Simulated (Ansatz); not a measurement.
# CH5NOSSi: one species, many methods

An exercise on one series of results from a longer session: the logs are not shown, and one member is left open.

Program: Ansatz 0.2.0, Gaussian basis. Level of theory: functionals in def2-TZVPP, the program's frozen cores in correlated methods. These are calculated values, not measurements.

The runs, in order: PBE-D4, r2SCAN-D4, PBE0-D4, B3LYP-D4, ωB97X-V, ωB97M-V, B2PLYP; CCSD(T)/def2-TZVPP; MP2/def2-QZVPP; extrapolation to the limit.

## Structure used throughout

The geometry comes from an earlier relaxation with PBE0-D4 in a triple-zeta def2 set; it is a stationary point, not always the lowest conformer.

10 atoms, charge 0, spin multiplicity 1.

Atoms are counted from 1 here; the program's logs count them from 0.

Bond lengths: O1–Si2 1.690 Å, O1–H6 0.958 Å, Si2–N3 1.911 Å, Si2–H7 1.533 Å, N3–C4 1.285 Å, N3–H8 1.016 Å, C4–S5 1.733 Å, C4–H9 1.087 Å, S5–H10 1.341 Å. Angles: Si2–O1–H6 111.8°, O1–Si2–N3 99.0°, O1–Si2–H7 100.7°, N3–Si2–H7 88.5°, Si2–N3–C4 124.2°, Si2–N3–H8 116.4°, C4–N3–H8 116.1°, N3–C4–S5 123.9°, N3–C4–H9 117.2°, S5–C4–H9 118.7°, C4–S5–H10 95.6°.

Set-up of the first run:

File in.yaml:

```yaml
crystal:
  periodic: [false, false, false]
  atoms:
    - {symbol: O, position_ang: [-1.333218, -0.623876, 2.184685]}
    - {symbol: Si, position_ang: [0.268421, -0.414670, 1.689130]}
    - {symbol: N, position_ang: [0.015117, -0.541136, -0.201062]}
    - {symbol: C, position_ang: [0.321511, 0.387441, -1.034603]}
    - {symbol: S, position_ang: [0.807290, 0.093415, -2.671428]}
    - {symbol: H, position_ang: [-1.427716, -1.370225, 2.777219]}
    - {symbol: H, position_ang: [0.323499, 1.109594, 1.539606]}
    - {symbol: H, position_ang: [-0.059436, -1.478820, -0.584183]}
    - {symbol: H, position_ang: [0.357918, 1.404683, -0.654501]}
    - {symbol: H, position_ang: [0.809714, 1.382592, -3.041862]}
basis:
  gaussian: {orbitals: def2-TZVPP}
hamiltonian: {xc: pbe, dispersion: d4}
output: {forces: true, orbitals: {seedname: orbitals}}
```

On the command line:

```sh
$ ansatz run in.yaml --threads 4 --pin off --events-out ev --progress --plain --max-ram 10444MiB
```

Steps of the session up to this table: PBE-D4 (GGA); r2SCAN-D4 (meta-GGA); PBE0-D4 (hybrid); B3LYP-D4 (hybrid); ωB97X-V (range-separated); ωB97M-V (range-separated); B2PLYP (double hybrid); CCSD(T) in def2-TZVPP; MP2 in def2-QZVPP.

One table of the session follows, with a row left open; its other results are not shown here.

It belongs to the step «Atomisation energies». 

| method | atomisation energy (kcal/mol) |
| --- | --- |
| PBE-D4 | 856.1 |
| r2SCAN-D4 | 831.4 |
| PBE0-D4 | ? |
| B3LYP-D4 | 830.9 |
| ωB97X-V | 829.6 |
| ωB97M-V | 832.4 |
| B2PLYP | 817.5 |
| HF/def2-TZVPP | 544.9 |
| MP2/def2-TZVPP | 813.8 |
| CCSD/def2-TZVPP | 780.8 |
| CCSD(T)/def2-TZVPP | 798.9 |
| MP2/CBS | 842.7 |
| CCSD(T)/CBS | 827.8 |

Estimate the missing values for PBE0-D4.

The run gave: atomisation energy (kcal/mol): 828.0. In the column «atomisation energy (kcal/mol)» it lies between CCSD(T)/CBS (827.8) and ωB97X-V (829.6).

Limits of these values: Free atoms (1 O, 1 Si, 1 N, 1 C, 1 S, 5 H) were run apart at each level; the atomisation energy is their sum less the molecule, without zero-point or spin-orbit terms.
